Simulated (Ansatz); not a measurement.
# C₂H₆AlB: up Jacob's ladder to CCSD(T)

An exercise on one series of results from a longer session: the logs are not shown, and one member is left open.

Program: Ansatz 0.2.0, Gaussian basis. Level of theory: functionals in def2-TZVPP, the program's frozen cores in correlated methods. These are calculated values, not measurements.

Levels to be run: LDA (SPW92), PBE-D4, revPBE-D4, BLYP-D4, r2SCAN-D4, B97M-V, PBE0-D4, B3LYP-D4, r2SCANh-D4, r2SCAN0-D4, HSE06-D4, BHLYP-D4, CAM-B3LYP-D4, LC-ωPBE, ωB97X-V, ωB97M-V, B2PLYP, PBE-QIDH; CCSD(T)/def2-SVP; CCSD(T)/def2-TZVPP; MP2/def2-QZVPP; extrapolation to the limit; RPA on PBE.

## Structure used throughout

The geometry comes from an earlier relaxation with PBE0-D4 in a triple-zeta def2 set; it is a stationary point, not always the lowest conformer.

SMILES `B[C](=C)[AlH2]`, 10 atoms, charge 0, spin multiplicity 1.

Atoms are counted from 1 here; the program's logs count them from 0.

Bond lengths: B1–C2 1.544 Å, B1–H5 1.202 Å, B1–H6 1.199 Å, C2–C3 1.350 Å, C2–Al4 1.951 Å, C3–H7 1.092 Å, C3–H8 1.091 Å, Al4–H9 1.591 Å, Al4–H10 1.586 Å. Angles: C2–B1–H5 119.3°, C2–B1–H6 122.1°, H5–B1–H6 118.5°, B1–C2–C3 116.5°, B1–C2–Al4 125.8°, C3–C2–Al4 117.7°, C2–C3–H7 121.6°, C2–C3–H8 123.2°, H7–C3–H8 115.1°, C2–Al4–H9 117.4°, C2–Al4–H10 121.7°, H9–Al4–H10 120.9°.

Set-up of the first run:

File in.yaml:

```yaml
crystal:
  periodic: [false, false, false]
  atoms:
    - {symbol: B, position_ang: [-1.399062, 0.267223, -0.782906]}
    - {symbol: C, position_ang: [-0.049168, -0.080468, -0.119010]}
    - {symbol: C, position_ang: [0.633993, -1.116261, -0.650166]}
    - {symbol: Al, position_ang: [0.743470, 0.841254, 1.406634]}
    - {symbol: H, position_ang: [-1.777688, -0.380708, -1.722045]}
    - {symbol: H, position_ang: [-2.088956, 1.167007, -0.392802]}
    - {symbol: H, position_ang: [0.250510, -1.677461, -1.504634]}
    - {symbol: H, position_ang: [1.597997, -1.455474, -0.267421]}
    - {symbol: H, position_ang: [2.149714, 0.313143, 1.932001]}
    - {symbol: H, position_ang: [0.022191, 2.070547, 2.103349]}
basis:
  gaussian: {orbitals: def2-TZVPP}
hamiltonian: {xc: lda}
output: {orbitals: {seedname: orbitals}}
```

On the command line:

```bash
ansatz run in.yaml --threads 2 --pin off --events-out ev --progress --plain --max-ram 4352MiB
```

Among the steps run: LDA; PBE-D4 (GGA); revPBE-D4 (GGA); BLYP-D4 (GGA); r2SCAN-D4 (meta-GGA); B97M-V (meta-GGA); PBE0-D4 (hybrid); B3LYP-D4 (hybrid); r2SCANh-D4 (hybrid); r2SCAN0-D4 (hybrid); HSE06-D4 (hybrid); BHLYP-D4 (hybrid); CAM-B3LYP-D4 (range-separated); LC-ωPBE (range-separated); ωB97X-V (range-separated); ωB97M-V (range-separated); B2PLYP (double hybrid); PBE-QIDH (double hybrid).

One table of the session follows, with a row left open; its other results are not shown here.

It belongs to the step «Frontier levels by functional». 

| functional | HOMO (eV) | LUMO (eV) | gap (eV) |
| --- | --- | --- | --- |
| LDA (SPW92) | -6.56 | -3.61 | 2.95 |
| PBE-D4 | -6.48 | -3.34 | 3.14 |
| revPBE-D4 | -6.43 | -3.23 | 3.20 |
| BLYP-D4 | -6.38 | -3.17 | 3.21 |
| r2SCAN-D4 | ? | ? | ? |
| B97M-V | -6.85 | -3.13 | 3.72 |
| PBE0-D4 | -7.71 | -2.35 | 5.36 |
| B3LYP-D4 | -7.53 | -2.55 | 4.98 |
| r2SCANh-D4 | -7.17 | -2.74 | 4.43 |
| r2SCAN0-D4 | -7.86 | -2.22 | 5.65 |
| HSE06-D4 | -7.31 | -2.73 | 4.58 |
| BHLYP-D4 | -8.90 | -1.29 | 7.60 |
| CAM-B3LYP-D4 | -9.08 | -1.24 | 7.84 |
| LC-ωPBE | -10.39 | -0.11 | 10.27 |
| ωB97X-V | -10.06 | -0.20 | 9.86 |
| ωB97M-V | -9.90 | -0.38 | 9.52 |

**Question.** Estimate the row for r2SCAN-D4.

Worked estimate for «HOMO (eV)». Against the share of exact exchange, r2SCANh-D4 (0.1, -7.17), r2SCAN0-D4 (0.25, -7.86) give a slope of -4.60 per unit share; at 0 the line stands at -6.71.

As computed: HOMO (eV): -6.71; LUMO (eV): -3.09; gap (eV): 3.62. In «HOMO (eV)» the line misses by 0.00.
